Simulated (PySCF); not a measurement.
# RbSe: changing the method

Aim: see what other levels and later steps give for RbSe.

Program: PySCF 2.14.0. Level of theory: method and basis as typed in the scripts. These are calculated values, not measurements.

4 further runs of the same task are left out: 2 for a known fault of the program, 2 that didn't finish.

**1. Starting geometry**

RbSe: 2 atoms, charge 0, spin multiplicity 2.

Bond lengths: Rb1–Se2 2.953 Å.

**2. The run that the others are compared with**

File input.py:

```python
from pyscf import gto, scf

mol = gto.M(
    atom='Rb 0 0 0; Se 0 0 2.953',
    basis='ano-rcc-vdzp',
    charge=0,
    spin=1,
    verbose=3,
)
mf = scf.UHF(mol)
mf = mf.sfx2c1e()
mf.kernel()
mf.dip_moment()
print('orbital energies (hartree):', [e[max(0, n-3):n+3].round(4) for e, n in zip(mf.mo_energy, mol.nelec)])
```

On the command line:

```
> OMP_NUM_THREADS=1 python input.py
```

**3. Pw91 (UKS)**

Edit 1 changes functional: none (Hartree–Fock) → pw91; SCF type: UHF → UKS; step after the SCF: none → analyze.

File input.py:

```python
from pyscf import gto, dft

mol = gto.M(
    atom='Rb 0 0 0; Se 0 0 2.953',
    basis='ano-rcc-vdzp',
    charge=0,
    spin=1,
    verbose=3,
)
mf = dft.UKS(mol, xc='pw91')
mf = mf.sfx2c1e()
mf.kernel()
mf.analyze()
print('orbital energies (hartree):', [e[max(0, n-3):n+3].round(4) for e, n in zip(mf.mo_energy, mol.nelec)])
```

**4. CASCI (ROHF)**

Edit 2 changes step after the SCF: none → casci; SCF type: UHF → ROHF; active space: none → 9 electrons in 8 orbitals.

File input.py:

```python
from pyscf import gto, scf, mcscf

mol = gto.M(
    atom='Rb 0 0 0; Se 0 0 2.953',
    basis='ano-rcc-vdzp',
    charge=0,
    spin=1,
    verbose=3,
)
mf = scf.ROHF(mol)
mf = mf.sfx2c1e()
mf.kernel()
mc = mcscf.CASCI(mf, 8, 9)
mc.kernel()
mc.analyze()
mf.dip_moment()
print('orbital energies (hartree):', mf.mo_energy[..., max(0, mol.nelec[1]-3):mol.nelec[0]+3].round(4))
```

**5. CASCI (ROHF)**

Edit 3 changes step after the SCF: none → casci; SCF type: UHF → ROHF; active space: none → 7 electrons in 6 orbitals.

File input.py:

```python
from pyscf import gto, scf, mcscf

mol = gto.M(
    atom='Rb 0 0 0; Se 0 0 2.953',
    basis='ano-rcc-vdzp',
    charge=0,
    spin=1,
    verbose=3,
)
mf = scf.ROHF(mol)
mf = mf.sfx2c1e()
mf.kernel()
mc = mcscf.CASCI(mf, 6, 7)
mc.kernel()
mc.analyze()
mf.dip_moment()
print('orbital energies (hartree):', mf.mo_energy[..., max(0, mol.nelec[1]-3):mol.nelec[0]+3].round(4))
```

**Question.** What will these runs give? Wanted: for each run, E(SCF); from base; gap, α spin; SCF dipole; after the SCF.

The runs gave:

| run | E(SCF) (hartree) | from base (eV) | gap, α spin (eV) | SCF dipole (D) | after the SCF |
| --- | --- | --- | --- | --- | --- |
| base | -5407.197066 | 0 | 6.72 | 12.41 | n/a |
| pw91 (UKS) | -5411.267940 | not comparable | 1.72 | 10.15 | n/a |
| CASCI (ROHF) | -5407.193701 | +0.0916 | n/a | 12.42 | CASCI correlation -0.157 eV |
| CASCI (ROHF) | -5407.193701 | +0.0916 | n/a | 12.42 | CASCI correlation -0.152 eV |

In words: A lower total energy from another functional means nothing by itself.
